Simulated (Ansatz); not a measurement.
**Zn2C (antifluorite type): testing the settings of optics runs**

Which of these optics inputs for Zn2C (antifluorite type) end well? Each is run as it stands.

Computed with Ansatz 0.2.0 (plane waves, PAW; the settings change from run to run, as each input shows, unless a step's input says otherwise).

1 further run of the same task is left out (it didn't finish). Runs told in other sessions of the task aren't counted.

**1. Starting point**

It takes space group Fm-3m (No. 225, cubic). Conventional cell: a = 5.156 Å, b = 5.156 Å, c = 5.156 Å, α = 90.00°, β = 90.00°, γ = 90.00°. C (site symmetry m-3m) has 8 Zn at 2.23 Å in its first shell of neighbours. Around Zn (site symmetry -43m) lie 4 C at 2.23 Å.

Structure file:

```cif
data_structure
_symmetry_space_group_name_H-M 'P 1'
_symmetry_Int_Tables_number 1
_cell_length_a 3.6458
_cell_length_b 3.6458
_cell_length_c 3.6458
_cell_angle_alpha 60.000
_cell_angle_beta 60.000
_cell_angle_gamma 60.000
_cell_volume 34.27
loop_
_atom_site_label
_atom_site_type_symbol
_atom_site_fract_x
_atom_site_fract_y
_atom_site_fract_z
_atom_site_occupancy
C1 C 0.00000 0.00000 0.00000 1
Zn1 Zn 0.25000 0.25000 0.25000 1
Zn2 Zn 0.75000 0.75000 0.75000 1
```

The cell was relaxed beforehand with r2SCAN; those runs aren't shown.

For scale, an earlier run with the standard settings (PBE, 6×6×6, gaussian width 0.1 eV, scissors 0 eV) gave tallest peak of ε₂: 24.2 at 4.70 eV.

**2. Input 1**

The input, input.yaml:

```yaml
crystal:
  lattice:
    - [0.0, 2.5779490272, 2.5779490272]
    - [2.5779490272, 0.0, 2.5779490272]
    - [2.5779490272, 2.5779490272, 0.0]
  atoms:
    - { symbol: C, position: [0.0, 0.0, 0.0] }
    - { symbol: Zn, position: [0.25, 0.25, 0.25] }
    - { symbol: Zn, position: [0.75, 0.75, 0.75] }
kpoints:
  mp_grid: { grid: [6, 6, 6] }
hamiltonian:
  xc: pbe
scf:
  occupations: { method: fermi_dirac, width: 0.02 }
output:
  optics:
    e_range: [0.5, 30]
    de: 0.1
    sigma: 0.25
    scissors: 0
    scheme: fermi_dirac
    drude_damping: 0.05
    bands: { spectra_wanted_up_to: 30 }
  write_density: true
  write_potential: true
  elf: true
  volumetric_format: npy
```

On the command line:

```bash
> ansatz run input.yaml --threads 4 --pin off --max-ram 3686MiB --backend cpu --events-out ev --progress --plain --runs-dir out
```

Output:

```text
Warning: RAYON_NUM_THREADS=4 ignored (pool sized by the plan → 4); use --threads N
Engine: ansatz 0.2.0, aarch64-unknown-linux-gnu
Pseudopotentials: kind: paw
Pseudopotential: C, paw, valence charge 4, recommended cutoff 420 eV (normal), C.paw.azcp
Pseudopotential: Zn, paw, valence charge 12, recommended cutoff 420 eV (normal), Zn.paw.azcp
Functional definition: PBE
  parameter kappa = 0.804
  parameter beta = 0.06672455060314922
  exchange = pbe_x(kappa = kappa, mu = beta*pi^2/3)
  correlation = pbe_c(beta = beta)
Crystal: 3 atoms, lattice volume = 34.265 Å³
Basis set: ecut = 420 eV, 645 PW (Γ)
Bands: 18, of which v1, the nominal top of the filled ones, is band 14 counted from 1 (13 counted from 0)
Symmetry: 48 space group operations
Space group: Fm-3m (ITA 225), of the structure as read, at distance tolerance 3.2e-5 Å
k-points: 16 of 216
Non-local potential: C, projectors of the file, l = 0: 2, l = 1: 2, l = 2: 1
Non-local potential: Zn, projectors of the file, l = 0: 2, l = 1: 2, l = 2: 3, l = 3: 1
PAW form: soft (Blöchl's): semilocal exchange-correlation on the pseudo side does not see the compensation charge
PAW one-centre angular grid: C, 110 points (default); XC on 64 Gauss nodes
PAW one-centre angular grid: Zn, 590 points (default); XC on 64 Gauss nodes
Initial density: superposition of atomic densities (neutral atoms: chi_scale 0, normalization atom), corrected by the library's trained network
Initial wavefunctions: pseudopotential atomic-orbital guess
Functional: x = pbe(κ = 0.804, μ = 0.2195149727645171), c = pbe(β = 0.06672455060314922)
SCF iter   1: F=—  HF=-6886.806437 eV  |F-HF|=—  |Δ(HF+E_count)|=         —  Δρ=2.06e-3  dr2=1.31e-3  ethr=1.77e-3  ⟨swp⟩=5.9  Hψ=1357  notcnv=0
preconditioner: auto → none  [insulator: Δε(μ)=0.855 eV  Ē_g=11.808 eV  σ=0.020 eV  W_gap=0.67  n_scr=14 (ndim 8)  ℏωp=33.6 eV  f_vac=0.004  D(μ)=0.31/eV (n_scr^D=0)  ε∞_Penn≈9.1]
SCF iter   2: F=—  HF=-6886.807152 eV  |F-HF|=—  |Δ(HF+E_count)|=   7.15e-4  Δρ=6.40e-4  dr2=6.35e-5  ethr=4.66e-6  ⟨swp⟩=2.1  Hψ=660  notcnv=0
SCF iter   3: F=—  HF=-6886.807213 eV  |F-HF|=—  |Δ(HF+E_count)|=   6.13e-5  Δρ=2.94e-4  dr2=8.76e-6  ethr=2.27e-7  ⟨swp⟩=2.0  Hψ=497  notcnv=0
SCF iter   4: F=—  HF=-6886.807222 eV  |F-HF|=—  |Δ(HF+E_count)|=   9.00e-6  Δρ=1.20e-4  dr2=2.98e-6  ethr=3.13e-8  ⟨swp⟩=2.1  Hψ=517  notcnv=0
SCF iter   5: F=—  HF=-6886.807221 eV  |F-HF|=—  |Δ(HF+E_count)|=   1.01e-6  Δρ=1.63e-5  dr2=8.22e-8  ethr=1.06e-8  ⟨swp⟩=2.0  Hψ=497  notcnv=0
SCF iter   6: F=—  HF=-6886.807221 eV  |F-HF|=—  |Δ(HF+E_count)|=   2.24e-8  Δρ=1.94e-6  dr2=1.49e-9  ethr=2.93e-10  ⟨swp⟩=2.1  Hψ=506  notcnv=0
SCF iter   7: F=—  HF=-6886.807221 eV  |F-HF|=—  |Δ(HF+E_count)|=  4.97e-10  Δρ=3.52e-7  dr2=4.58e-11  ethr=5.33e-12  ⟨swp⟩=2.1  Hψ=507  notcnv=0
SCF iter   8: F=-6886.807221 eV  HF=-6886.807221 eV  |F-HF|=1.82e-12  |Δ(HF+E_count)|=  6.37e-12  Δρ=1.56e-8  dr2=4.24e-14  ethr=1.00e-12  ⟨swp⟩=3.2  Hψ=826  notcnv=0
SCF 1 converged in 8 iterations: F = -6886.807221 eV  dr2 = 4.24e-14
NSCF: frozen V_eff on 16 k-points
Optics k sum: 0 of 16 k-points
[...]
output.optics: what the bands over the 51 summed would add to eps1, eps2 and the energy-loss function is held between a lower and an upper bound (5 Lanczos steps). eps1, eps2 and their loss function (loss_summed_bands) are given on every row as the summed bands alone make them. Along an axis, on a row where the two bounds hold the loss function to about 1 % of the greater of itself and 0.5 % of |1/eps|, its cell (loss_completed) is given, with the completed eps1 and eps2 that it is formed of (a cell that is left empty reads nan in the table and null in the record). The two bounds hold it so along every axis on all 296 rows up to 30.000 eV. The run works to bound the rows up to 30.000 eV and no higher ones: a peak of the loss function over that energy may be left empty with no warning. To have the run work for it, set output.optics.bands.spectra_wanted_up_to to a higher energy. perfect_screening_sum, loss_f_sum_n_eff and, beside carriers, perfect_screening_limit are those of loss_summed_bands: over the bounded function the two sums would run over rows that are not all bounded, and lack what the bands left out lay past the top of the energy grid. Bounded is said of the bands left out alone, which are those that the basis at basis.ecutwfc holds: it says nothing of that cutoff, of the k-point mesh, of what the sum inside its cells errs by (eps2_relative_error), of the factors of all_electron_strengths, nor of how far the SCF is converged. The bands left out are taken at the k-points, and what their mean over the points' cells stands off that by is in neither bound: the run's estimate of it, which the test of a row counts in, is 0.04 % of |eps| at the most among the values given; where the mean stood off by over 0.5 % the points' spread read 0.1 to 3 times that
SCF converged after 8 iterations
Free energy (F): -6886.807221 eV
Harris-Foulkes:  -6886.807221 eV  (|F-HF|=1.82e-12)
Internal energy: -6886.806866 eV  (E = F + TS)
E sigma→0 (E₀):  -6886.807043 eV
Entropy (-TS):   -0.000356 eV (-0.119 meV/atom)
Fermi energy:    12.338908 eV
--- Per-component energies (eV) ---
  E_band       = 142.752673
  E_kinetic    = 349.327099
  E_local      = -3129.004439  (includes V_loc(G=0)·N_el)
  E_nonlocal   = 1252.858868
  E_hartree    = 1314.950608
  E_xc         = -323.150422
  E_vxc        = -164.634985  (∫ρ·V_xc dr)
  E_paw        = -3752.185815  (= ΣΔE_a)
  E_vpaw       = -795.694255  (= ΣTr[D̂ρ^β])
  E_aug_tail   = -0.000839  (compensation charges beyond the density's cutoff)
  E_ewald      = -2599.601926
  E_smearing   = -0.000356  (= −TS)
  E_closure    = -0.000000  (closes the sum)
  Σ components = -6886.807221   (vs F -6886.807221, Δ=0.00e0)
--- Band table (eV; the first three rows and the last of 16) ---
  k-point 0: bands = ["-1.7681", "3.5957", "3.5957", "3.5957", "3.8027", "3.8027", "5.1388", "5.1388", "5.1388", "5.4998", "5.4998", "12.2104", "12.3250", "12.3250", "12.3250", "16.4980", "16.4980", "16.4980"]
  k-point 1: bands = ["-1.4100", "3.5780", "3.6817", "3.6817", "3.9087", "3.9087", "5.0553", "5.0780", "5.0780", "5.3560", "5.3560", "9.9056", "11.9225", "11.9225", "13.3226", "16.4321", "17.1702", "17.1702"]
  k-point 2: bands = ["-0.5093", "3.6327", "3.9067", "3.9067", "4.1954", "4.1954", "4.8960", "4.8960", "4.9011", "5.0006", "5.0006", "7.0740", "11.3803", "11.3803", "13.2747", "17.5328", "17.6197", "17.6197"]
  k-point 15: bands = ["0.6889", "3.4809", "3.9921", "4.1473", "4.1774", "4.5711", "4.7639", "4.8877", "5.0180", "5.0825", "5.3554", "7.1618", "7.6806", "7.7580", "15.0792", "15.9560", "18.8282", "18.9188"]
```

Run time: 21 s. Hardware: 4 threads of Arm Neoverse V2, shared host; peak memory 0.74 GiB.

optics.tsv begins:

```
# eps2_relative_error = 0.0004
# drude_weight_relative_error = 0.0689
# drude_damping_ev = 5e-2
# drude_plasma_energy_squared_ev2(xx yy zz xy xz yz) = 0.019921 0.019921 0.019921 0.000000 -0.000000 -0.000000
# drude_plasma_energy_ev(xx yy zz) = 0.141141 0.141141 0.141141
# f_sum_n_eff(xx yy zz) = 15.076971 15.076971 15.076971 of n_electrons = 28.000000
# n_bands = 51
# n_bands_set_by = photon_energy
# valid_up_to_ev = 46.358577
```

The dielectric function from optics.tsv (isotropic), one row in 7 (narrow peaks fall between the rows):

```tsv
E (eV)	ε₂ xx	ε₁ xx
0.50	3.27	17.78
1.20	5.55	16.67
1.90	9.69	14.81
2.60	9.71	10.07
3.30	8.22	10.56
4.00	12.55	12.52
4.70	17.94	5.14
5.40	14.39	-0.18
6.10	12.09	-3.03
6.80	8.54	-4.94
7.50	5.28	-4.49
8.20	3.60	-3.19
8.90	3.03	-2.21
9.60	2.90	-1.70
10.30	2.71	-1.80
11.00	2.00	-1.71
11.70	1.73	-1.26
12.40	1.56	-1.23
13.10	1.20	-1.07
13.80	0.94	-0.84
14.50	0.81	-0.60
15.20	0.69	-0.46
15.90	0.55	-0.28
16.60	0.50	-0.07
17.30	0.51	0.08
18.00	0.53	0.14
18.70	0.49	0.19
19.40	0.45	0.27
20.10	0.42	0.33
20.80	0.37	0.39
21.50	0.31	0.53
22.20	0.37	0.70
22.90	0.55	0.76
23.60	0.68	0.74
24.30	0.83	0.56
25.00	0.71	0.28
25.70	0.41	0.27
26.40	0.31	0.44
27.10	0.34	0.53
27.80	0.34	0.52
28.50	0.28	0.56
29.20	0.28	0.63
29.90	0.30	0.64
```

Tallest peaks of ε₂: 10.6 at 2.20 eV, 17.9 at 4.60 eV. The bands are partly filled, so the low end hangs on the mesh and the damping.

**3. Input 2**

The input, input.yaml:

```yaml
crystal:
  lattice:
    - [0.0, 2.5779490272, 2.5779490272]
    - [2.5779490272, 0.0, 2.5779490272]
    - [2.5779490272, 2.5779490272, 0.0]
  atoms:
    - { symbol: C, position: [0.0, 0.0, 0.0] }
    - { symbol: Zn, position: [0.25, 0.25, 0.25] }
    - { symbol: Zn, position: [0.75, 0.75, 0.75] }
kpoints:
  mp_grid: { grid: [4, 4, 4] }
hamiltonian:
  xc: pbesol
scf:
  occupations: { method: fermi_dirac, width: 0.02 }
output:
  optics:
    e_range: [0.5, 30]
    de: 40
    sigma: 0.03
    scissors: 0
    scheme: fermi_dirac
    drude_damping: 0.2
    bands: scf
```

On the command line:

```bash
> ansatz run input.yaml --threads 4 --pin off --max-ram 3686MiB --backend cpu --events-out ev --progress --plain --runs-dir out
```

Output, shortened:

```text
Warning: RAYON_NUM_THREADS=4 ignored (pool sized by the plan → 4); use --threads N
[...]
[... 3 set-up lines as earlier in the session ...]
Functional definition: PBEsol
[...]
Crystal: 3 atoms, lattice volume = 34.265 Å³
Basis set: ecut = 420 eV, 645 PW (Γ)
Bands: 18, of which v1, the nominal top of the filled ones, is band 14 counted from 1 (13 counted from 0)
[... 2 set-up lines as earlier in the session ...]
k-points: 8 of 64
[...]
SCF iter   1: F=—  HF=-6806.274096 eV  |F-HF|=—  |Δ(HF+E_count)|=         —  Δρ=5.79e-3  dr2=8.75e-3  ethr=1.77e-3  ⟨swp⟩=5.8  Hψ=696  notcnv=0
[...]
SCF iter   8: F=-6806.271516 eV  HF=-6806.271516 eV  |F-HF|=9.09e-13  |Δ(HF+E_count)|=  1.27e-11  Δρ=5.17e-8  dr2=4.33e-13  ethr=1.00e-12  ⟨swp⟩=3.5  Hψ=418  notcnv=0
[...]
SCF converged after 8 iterations
Free energy (F): -6806.271516 eV
[...]
E sigma→0 (E₀):  -6806.270919 eV
Entropy (-TS):   -0.001196 eV (-0.399 meV/atom)
Fermi energy:    12.259488 eV
[...]
--- Band table (eV; the first three rows and the last of 8) ---
  k-point 0: bands = ["-1.8932", "3.4270", "3.4270", "3.4270", "3.6251", "3.6251", "4.9712", "4.9712", "4.9712", "5.3327", "5.3327", "12.1060", "12.2456", "12.2456", "12.2456", "16.2703", "16.2703", "16.2703"]
[...]
```

It took 3 s on 4 threads of Arm Neoverse V2, shared host; peak memory 0.5 GiB.

**Diagnosis.** The run ended without an error, but left no usable result. The energy step is wider than the whole range. Cure: take a step of about 0.05 eV.

**4. Summary**

```tsv
input	settings	ended	result	fault	time
1	PBE, 6×6×6, fermi-dirac width 0.25 eV, scissors 0 eV	converged	tallest peak of ε₂: 17.9 at 4.60 eV (the range starts at 0.5 eV, above the onset)		21 s
2	PBEsol, 4×4×4, fermi-dirac width 0.03 eV, scissors 0 eV	ended, no usable result		the energy step is wider than the whole range	3 s
```

**Reading.** 1 converged, 1 ended, no usable result. These numbers test the settings; they aren't properties of the solid.
